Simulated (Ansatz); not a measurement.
Crystal: ScNb.

```
Nb Sc
1.0
     3.06564    0.00000    0.00000
    -1.53282    2.65493    0.00000
     0.00000    0.00000    5.07219
Nb Sc
1 1
Direct
  0.33333 0.66667 0.50000
  0.00000 0.00000 0.00000
```

The cell comes from a database or a generator and needn't be the stable form of this composition.

| Item | Value |
| --- | --- |
| Program | Ansatz 0.2.0 |
| Task | single point |
| Functional | PBE |
| Potentials or basis | Ansatz PAW |
| Cutoff | 420 eV (not typed: the program's choice for these potentials) |
| k mesh | 10 × 10 × 5 |
| Occupations | fermi-dirac, width 0.05 eV |
| Spin | no spin polarisation |

On this cell: pressure -0.2 GPa; largest force under 0.003 eV/Å; band gap on the k mesh none (metal or under the smearing width).

The same run follows on a disturbed copy (atoms moved at random, drawn with an rms of 0.05 Å):

```
Nb Sc
1.0
     3.06564    0.00000    0.00000
    -1.53282    2.65493    0.00000
     0.00000    0.00000    5.07219
Nb Sc
1 1
Direct
  0.33859 0.65920 0.50034
  0.99388 0.00724 0.00017
```

Problem. What does the disturbed cell give?

Solution. The energy (extrapolated to zero smearing) moves by +0.7 meV/atom; pressure -0.2 GPa; largest force 0.041 eV/Å; band gap on the k mesh none (metal or under the smearing width).

Forces on the atoms (eV/Å):
```
Nb  -0.033  0.024 -0.003
Sc   0.033 -0.024  0.003
```

Stress tensor (GPa, compression positive):
```
-0.23  0.33  0.00
 0.33  0.23  0.00
 0.00  0.00 -0.56
```
